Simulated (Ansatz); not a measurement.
# C₂HBO (SMILES B=C=C=O): functionals against CCSD(T) at one geometry

How do the functionals fare away from a minimum? The structure is a structure displaced at random from a GFN2-xTB minimum.

Method: single points in def2-TZVPP; program: Ansatz 0.2.0, Gaussian basis.

Correlated methods freeze the cores.

### Step 1. Where the work starts

SMILES `B=C=C=O`, 5 atoms, charge 0, spin multiplicity 1.

Atoms are counted from 1 here; the program's logs count them from 0.

Bond lengths: B1–C2 1.516 Å, B1–H5 1.170 Å, C2–C3 1.205 Å, C3–O4 1.154 Å. Angles: C2–B1–H5 170.8°, B1–C2–C3 172.2°, C2–C3–O4 171.4°.

As a file:

```
B    -0.79460    1.05500   -0.40940
C     0.11680   -0.08590   -0.00320
C     0.75140   -1.00080    0.45690
O     1.40280   -1.91230    0.73330
H    -1.34810    2.00490   -0.81090
```

### Step 2. CCSD(T)/def2-TZVPP

Contents of run/in.yaml:

```yaml
crystal:
  periodic: [false, false, false]
  atoms:
    - {symbol: B, position_ang: [-0.794600, 1.055000, -0.409400]}
    - {symbol: C, position_ang: [0.116800, -0.085900, -0.003200]}
    - {symbol: C, position_ang: [0.751400, -1.000800, 0.456900]}
    - {symbol: O, position_ang: [1.402800, -1.912300, 0.733300]}
    - {symbol: H, position_ang: [-1.348100, 2.004900, -0.810900]}
basis:
  gaussian: {orbitals: def2-TZVPP}
correlation: {method: ccsd_t}
output: {forces: true}
```

The command line of these runs was not kept.

### Step 3. PBE0-D4/def2-TZVPP

run/in.yaml: that of step 2 with these lines changed.

```diff
@@ -10,3 +10,3 @@
   gaussian: {orbitals: def2-TZVPP}
-correlation: {method: ccsd_t}
-output: {forces: true}
+hamiltonian: {xc: pbe0, dispersion: d4}
+output: {forces: true, orbitals: {seedname: orbitals}}
```

### Step 4. wB97M-V/def2-TZVPP

run/in.yaml: that of step 3 with these lines changed.

```diff
@@ -10,3 +10,3 @@
   gaussian: {orbitals: def2-TZVPP}
-hamiltonian: {xc: pbe0, dispersion: d4}
-output: {forces: true, orbitals: {seedname: orbitals}}
+hamiltonian: {xc: {name: wB97M-V}}
+output: {forces: true}
```

### Step 5. r2SCAN-D4/def2-TZVPP

run/in.yaml: that of step 4 with these lines changed.

```diff
@@ -10,3 +10,3 @@
   gaussian: {orbitals: def2-TZVPP}
-hamiltonian: {xc: {name: wB97M-V}}
+hamiltonian: {xc: r2scan, dispersion: d4}
 output: {forces: true}
```

### Step 6. PBE-D4/def2-TZVPP

run/in.yaml: that of step 5 with these lines changed.

```diff
@@ -10,3 +10,3 @@
   gaussian: {orbitals: def2-TZVPP}
-hamiltonian: {xc: r2scan, dispersion: d4}
+hamiltonian: {xc: pbe, dispersion: d4}
 output: {forces: true}
```

### Step 7. SPW92/def2-TZVPP

run/in.yaml: that of step 6 with these lines changed.

```diff
@@ -10,3 +10,3 @@
   gaussian: {orbitals: def2-TZVPP}
-hamiltonian: {xc: pbe, dispersion: d4}
+hamiltonian: {xc: lda}
 output: {forces: true}
```

### Step 8. BLYP-D4/def2-TZVPP

run/in.yaml: that of step 7 with these lines changed.

```diff
@@ -10,3 +10,3 @@
   gaussian: {orbitals: def2-TZVPP}
-hamiltonian: {xc: lda}
+hamiltonian: {xc: {name: BLYP}, dispersion: d4}
 output: {forces: true}
```

(Steps that only read results are left out.)

**Question.** What will these runs give? Wanted: energy less free atoms, CCSD(T)/def2-TZVPP; RMS force component; RMS force error; HOMO and LUMO, PBE0-D4; T1 diagnostic.

The runs gave:

| quantity | value |
| --- | --- |
| energy less free atoms, CCSD(T)/def2-TZVPP | -532.0 kcal/mol |
| RMS force component | 4.065 to 4.311 eV/Å over the methods |
| RMS force error | PBE0-D4 0.278, wB97M-V 0.295, r2SCAN-D4 0.227, PBE-D4 0.309, SPW92 0.290, BLYP-D4 0.411 eV/Å |
| HOMO and LUMO, PBE0-D4 | -7.66 and -2.39 eV |
| T1 diagnostic | 0.026 |

In words: Against CCSD(T) the functionals' energies less atoms differ by -130.9 to -21.2 kcal/mol, PBE-D4 by -58.7 kcal/mol. CCSD(T) in triple zeta still lacks some correlation energy of the bonds, so part of these gaps is its own basis error and they don't rank the functionals. The forces of r2SCAN-D4 come nearest to CCSD(T), those of BLYP-D4 are farthest. Frozen-core CCSD(T) forces in triple zeta carry basis errors of their own, and this is one geometry, so small gaps rank nothing. The T1 diagnostic is large here, over the usual mark for main-group molecules (transition-metal compounds often pass it harmlessly), so CCSD(T) itself may be off.
